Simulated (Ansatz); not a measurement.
# ZrF: the cost of one run

Computed with Ansatz 0.2.0 (DFT PBE, scalar-relativistic, plane waves, PAW, unless a step's input says otherwise).

## Step 1: Starting point

The structure is tetragonal, space group P4/mmm (No. 123). Conventional cell: a = 2.938 Å, b = 2.938 Å, c = 2.960 Å, α = 90.00°, β = 90.00°, γ = 90.00°. Around Zr (site symmetry 4/mmm) lie 8 F at 2.55 Å. F (site symmetry 4/mmm) has 8 Zr at 2.55 Å as nearest neighbours.

Structure file:

```cif
data_structure
_symmetry_space_group_name_H-M 'P 1'
_symmetry_Int_Tables_number 1
_cell_length_a 2.9378
_cell_length_b 2.9378
_cell_length_c 2.9601
_cell_angle_alpha 90.000
_cell_angle_beta 90.000
_cell_angle_gamma 90.000
_cell_volume 25.55
loop_
_atom_site_label
_atom_site_type_symbol
_atom_site_fract_x
_atom_site_fract_y
_atom_site_fract_z
_atom_site_occupancy
Zr1 Zr 0.50000 0.50000 0.50000 1
F1 F 0.00000 0.00000 0.00000 1
```

The cell is invented: species swapped into a database cell of MnHg (P4/mmm, No. 123), with Zr on the Mn sites and F on the Hg sites. Lengths come from tabulated atomic sizes and are only a guess.

## Step 2: Probe: one point on a coarse mesh

input.yaml reads:

```yaml
crystal:
  lattice:
    - [2.93778897, 0.0, 0.0]
    - [0.0, 2.93778897, 0.0]
    - [0.0, 0.0, 2.96012605]
  atoms:
    - { symbol: Zr, position: [0.5, 0.5, 0.5] }
    - { symbol: F, position: [0.0, 0.0, 0.0] }
basis:
  ecutwfc: 420
kpoints:
  mp_grid: { grid: [6, 6, 6] }
hamiltonian:
  xc: pbe
scf:
  occupations: { method: gaussian, width: 0.1 }
  lower_state_search: "off"
output:
  forces: true
  stress: true
  eigenvalues: true
```

Started as:

```
$ ansatz run input.yaml --threads 1 --pin off --max-ram 2560MiB --backend cpu --events-out ev --progress --plain --runs-dir out
```

**Question.** How long does this run take on 1 thread of Intel Xeon Platinum 8259CL at 2.50GHz (Skylake/Cascade Lake), shared host, and how much memory does it need?

About 1.3 s, with a peak of 0.34 GiB.
